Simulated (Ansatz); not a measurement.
**YSi2Pd2: a hydrostatic pressure series**

How does YSi2Pd2 compress? Cell and atoms are relaxed at 6 pressures between -2 and 40 GPa.

The COD entry's cell or inner coordinates are ideal or old and differ from later refinements, so a difference from it is no clean test against experiment.

Method: DFT r2SCAN, scalar-relativistic, plane waves, PAW, in Ansatz 0.2.0.

2 further runs of the same task are left out: 2 set aside as unsound or not needed.

## 1. Starting point

It takes space group I4/mmm (No. 139, tetragonal). The conventional cell has a = 4.137 Å, b = 4.137 Å, c = 9.918 Å, α = 90.00°, β = 90.00°, γ = 90.00°. Y (site symmetry 4/mmm) has 8 Si at 3.15 Å and 8 Pd at 3.23 Å in its first shell of neighbours. Si (site symmetry 4mm) has 1 Si at 2.32 Å and 4 Pd at 2.45 Å and 4 Y at 3.15 Å in its first shell of neighbours. Pd (site symmetry -4m2) has 4 Si at 2.45 Å in its first shell of neighbours.

Structure file:

```cif
data_structure
_symmetry_space_group_name_H-M 'I4/mmm'
_symmetry_Int_Tables_number 139
_cell_length_a 4.1368
_cell_length_b 4.1368
_cell_length_c 9.9183
_cell_angle_alpha 90.000
_cell_angle_beta 90.000
_cell_angle_gamma 90.000
_cell_volume 169.73
loop_
_atom_site_label
_atom_site_type_symbol
_atom_site_symmetry_multiplicity
_atom_site_Wyckoff_symbol
_atom_site_fract_x
_atom_site_fract_y
_atom_site_fract_z
_atom_site_occupancy
Y1 Y 2 a 0.00000 0.00000 0.00000 1
Si1 Si 4 e 0.00000 0.00000 0.38283 1
Pd1 Pd 4 d 0.00000 0.50000 0.25000 1
```

This cell was relaxed beforehand with the same method: volume 16.97 Å³/atom, gap on the mesh none (metal).

## 2. Target pressure -2 GPa

input.yaml reads:

```yaml
crystal:
  lattice:
    - [-2.0816903578, 2.0816903578, 4.9910326339]
    - [2.0816903578, -2.0816903578, 4.9910326339]
    - [2.0816903578, 2.0816903578, -4.9910326339]
  atoms:
    - { symbol: "Y", position: [0.0, 0.0, 0.0] }
    - { symbol: Si, position: [0.3828259089, 0.3828259089, 0.0] }
    - { symbol: Si, position: [0.6171740911, 0.6171740911, 0.0] }
    - { symbol: Pd, position: [0.75, 0.25, 0.5] }
    - { symbol: Pd, position: [0.25, 0.75, 0.5] }
basis:
  ecutwfc: 500
kpoints:
  mp_grid: { grid: [12, 12, 12] }
hamiltonian:
  xc: r2scan
scf:
  occupations: { method: gaussian, width: 0.1 }
output:
  forces: true
  stress: true
  eigenvalues: true
relax:
  adjacent_minimum: "off"
  f_tol: 0.008
  max_steps: 50
  cell: { stress_tol: 0.08, p_target: -2.0 }
```

Started as:

```bash
$ ansatz run input.yaml --threads 1 --pin off --max-ram 2560MiB --backend cpu --events-out ev --progress --plain --runs-dir out
```

Further runs follow: target pressure 2 GPa; relaxing at 5 GPa; target pressure 10 GPa; target pressure 20 GPa; target pressure 40 GPa.

Q: Predict the outcome of this session. Wanted: bulk modulus B0; B0'.

**Answer**, as computed:

| quantity | value |
| --- | --- |
| volume at 40 GPa | 14.06 Å³/atom, V/V0 = 0.828 |
| bulk modulus B0 (third-order Birch-Murnaghan) | 140 GPa |
| B0' | 4.4 |

**Reading.** Up to 40 GPa the volume falls by 17.2 %. A third-order Birch-Murnaghan curve fits the points with B0 = 140 GPa. The symmetry of the start is kept, so a transition to another structure would not show.
